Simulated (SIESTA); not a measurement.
Runs of SIESTA 5.4.2 on Mg5Te. The structure is trigonal, space group R32 (No. 155). The conventional cell has a = 5.578 Å, b = 5.578 Å, c = 15.855 Å, α = 90.00°, β = 90.00°, γ = 120.00°. Te (site symmetry 32) is surrounded by 12 Mg at 3.22 to 3.23 Å. Mg (site symmetry 3) has 9 Mg at 3.19 to 3.27 Å and 3 Te at 3.22 Å as nearest neighbours. Mg (site symmetry 2) is surrounded by 10 Mg at 3.19 to 3.27 Å and 2 Te at 3.23 Å. The cell comes from a database or a generator and needn't be the stable form of this composition.

| task | level | potentials or basis | cell | k mesh | gap on the mesh (eV) | pressure (GPa) | V0 of scaled cells (Å³/atom) | B0 (GPa) | largest force (eV/Å) |
| --- | --- | --- | --- | --- | --- | --- | --- | --- | --- |
| equation of state | LDA | PseudoDojo 0.4 standard (LDA files), DZP (energy shift 0.003 Ry; two zetas on semicore shells) | as given | 4 × 4 × 4 | - | - | 23.29 | 40 | - |
| band structure | PBEsol | PseudoDojo 0.4 standard (PBEsol files), DZP (energy shift 0.003 Ry; two zetas on semicore shells) | as given | 6 × 6 × 6 | none | 0.4 | - | - | 0.01 |
| band structure | LDA | PseudoDojo 0.4 standard (LDA files), DZP (energy shift 0.003 Ry; two zetas on semicore shells) | as given | 6 × 6 × 6 | none | (b) | - | - | 0.01 |
| single point | PBEsol | PseudoDojo 0.4 standard (PBEsol files), DZP (energy shift 0.003 Ry; two zetas on semicore shells) | atoms moved at random, drawn with an rms of 0.05 Å | 6 × 6 × 6 | none | 0.5 | - | - | 0.25 |
| single point | PBEsol | PseudoDojo 0.4 standard (PBEsol files), DZP (energy shift 0.003 Ry; two zetas on semicore shells) | as given | 6 × 6 × 6 | none | 0.4 | - | - | 0.01 |
| equation of state | PBEsol | PseudoDojo 0.4 standard (PBEsol files), DZP (energy shift 0.003 Ry; two zetas on semicore shells) | as given | 6 × 6 × 6 | - | - | (a) | 38 | - |

Alike in all rows: no spin polarisation; smearing fermi-dirac 0.05 eV; grid cutoff 800 Ry; energy shift 0.003 Ry.

Problem. Estimate the missing entries.

Solution. (a) 23.94; (b) -0.8.

Caveats: the basis of atomic orbitals isn't converged, which shifts pressures, moduli and gaps; the cell was scaled at fixed shape and fractional positions, which overstates the stiffness of a crystal with free parameters, most of all of layers and chains (some runs); spin-orbit coupling is left out, which moves the levels of the heavy elements (some runs).

A k mesh can miss the band edges, and the runs leave out spin-orbit coupling on Te.

A gap of «none» marks a metal or a gap under the smearing width.
